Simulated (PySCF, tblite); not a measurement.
# C₅H₆FN₂P: infrared bands and NMR shifts

What infrared bands and NMR shifts should C₅H₆FN₂P (`C=CCn1ncpc1F`) show?

The runs use tblite 0.8.0 and PySCF 2.14.0, with density-fitted response routines of our own; the level of theory stands in each step. All values are computed, except where a source is named. Atoms count from 0, in the outputs and in this text.

**1. The molecule as given**

15 atoms, charge 0, multiplicity 1; geometry from: GFN2-xTB.

Bonds of the start (Å): C0–C1 1.32, C1–C2 1.50, C2–N3 1.45, N3–N4 1.32, N4–C5 1.31, C5–P6 1.76, P6–C7 1.73, C7–F8 1.34, C7–N3 1.35, C0–H9 1.08, C0–H10 1.08, C1–H11 1.08, C2–H12 1.09, C2–H13 1.09, C5–H14 1.08.

**2. Infrared spectrum with GFN2-xTB**

Job settings and geometry (Å):

```
{"job": {"kind": "ir", "xc": "GFN2-xTB", "basis": "xTB"}, "charge": 0, "multiplicity": 1}
C     -2.497429    -0.056125     0.742627
C     -1.465547     0.625294     0.285094
C     -0.611198     0.172281    -0.864536
N      0.748735    -0.049619    -0.421651
N      1.658243     0.894567    -0.568103
C      2.797929     0.524696    -0.049928
P      2.846445    -1.070470     0.690392
C      1.186096    -1.148233     0.221206
F      0.309313    -2.140637     0.396050
H     -3.083896     0.293279     1.574424
H     -2.801700    -0.990681     0.300523
H     -1.156231     1.555454     0.741770
H     -1.001225    -0.754925    -1.291691
H     -0.562135     0.948100    -1.632572
H      3.628186     1.205007    -0.109586
```

**Question.** This job is followed by: GIAO PBE0/pcSseg-1 NMR shielding, non-relativistic, gas phase. What will the session give for the following? strongest single infrared mode (GFN2-xTB); zero-point energy (GFN2-xTB); ¹³C shifts against TMS (PBE0/pcSseg-1); ¹H shifts against TMS (PBE0/pcSseg-1, means over atoms taken as alike); ¹⁵N shifts against NH3 (PBE0/pcSseg-1); ³¹P shifts against H3PO4 (PBE0/pcSseg-1); ¹⁹F shifts against CFCl3 (PBE0/pcSseg-1).

**Answer**, as computed:

| quantity | value |
| --- | --- |
| strongest single infrared mode (GFN2-xTB) | 1270 cm⁻¹, 157 km/mol |
| zero-point energy (GFN2-xTB) | 66.2 kcal/mol |
| ¹³C shifts against TMS (PBE0/pcSseg-1) | 199.6, 162.7, 141.6, 127.7, 56.8 ppm |
| ¹H shifts against TMS (PBE0/pcSseg-1, means over atoms taken as alike) | 8.55, 6.29, 5.79, 5.60, 4.92 ppm |
| ¹⁵N shifts against NH3 (PBE0/pcSseg-1) | 358.4, 241.8 ppm |
| ³¹P shifts against H3PO4 (PBE0/pcSseg-1) | 37.8 ppm |
| ¹⁹F shifts against CFCl3 (PBE0/pcSseg-1) | -117.2 ppm |

What this shows: No mode is imaginary among the 39: a minimum at this level. The strongest single mode, at 1270 cm⁻¹, moves mainly C7. GFN2-xTB is a fitted tight-binding method: band positions and strengths are rough. Its intensities can rank the bands wrongly. At PBE0/pcSseg-1: The largest span, 509 ppm, is at N4, where the paramagnetic term is -414 ppm. NICS(1)zz of -26 ppm above the planar ring from N3 marks a diatropic (aromatic) ring current.
